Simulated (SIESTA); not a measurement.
Crystal: Co3Sn2.

```
Sn Co
1.0
     4.22299    0.00000    0.00000
    -2.11150    3.65722    0.00000
     0.00000    0.00000    5.06685
Sn Co
2 3
Direct
  0.33333 0.66667 0.00000
  0.66667 0.33333 0.50000
  0.66667 0.33333 0.00000
  0.00000 0.00000 0.25364
  0.00000 0.00000 0.74636
```

The cell comes from a database or a generator and needn't be the stable form of this composition.

| Quantity | Value |
| --- | --- |
| Program | SIESTA 5.4.2 |
| Task | single point |
| Functional | PBEsol |
| Potentials or basis | PseudoDojo 0.4 standard (PBEsol files) |
| Basis | DZP (energy shift 0.003 Ry; two zetas on semicore shells) |
| Grid cutoff | 800 Ry |
| Energy shift | 0.003 Ry |
| k mesh | 7 × 7 × 5 |
| Occupations | fermi-dirac, width 0.05 eV |
| Spin | collinear spin, ferromagnetic start |
| Starting moments | [0.0, 0.0, 2.0, 2.0, 2.0] μB |

On this cell: pressure -4.9 GPa; largest force 0.038 eV/Å; net moment 2.67 μB per cell; site moments Sn -0.12, -0.13; Co +0.50, +1.21 μB; band gap on the k mesh none (metal or under the smearing width).

The same run follows on a disturbed copy (atoms moved at random, drawn with an rms of 0.05 Å):

```
Sn Co
1.0
     4.22299    0.00000    0.00000
    -2.11150    3.65722    0.00000
     0.00000    0.00000    5.06685
Sn Co
2 3
Direct
  0.32837 0.66263 0.99251
  0.67772 0.32970 0.50392
  0.67072 0.33762 0.00191
  0.00204 0.00054 0.25511
  0.00222 0.01061 0.74195
```

**Question.** What changes?

**Answer.** The energy (extrapolated to zero smearing) moves by +6.6 meV/atom; pressure -4.6 GPa; largest force 0.620 eV/Å; net moment 2.66 μB per cell; site moments Sn -0.12, -0.13; Co +0.50, +1.27, +1.15 μB; band gap on the k mesh none (metal or under the smearing width).

Forces on the atoms (eV/Å):
```
Sn   0.357  0.496  0.105
Sn  -0.357  0.167 -0.306
Co  -0.279 -0.327  0.186
Co   0.061 -0.045 -0.182
Co   0.215 -0.288  0.190
```

Stress tensor (GPa, compression positive):
```
-3.35  0.06  0.08
 0.06 -5.30  0.03
 0.08  0.03 -5.19
```

Caveats: short orbitals over semicore shells can move pressures by several GPa; the basis of atomic orbitals isn't converged, which shifts pressures, moduli and gaps.
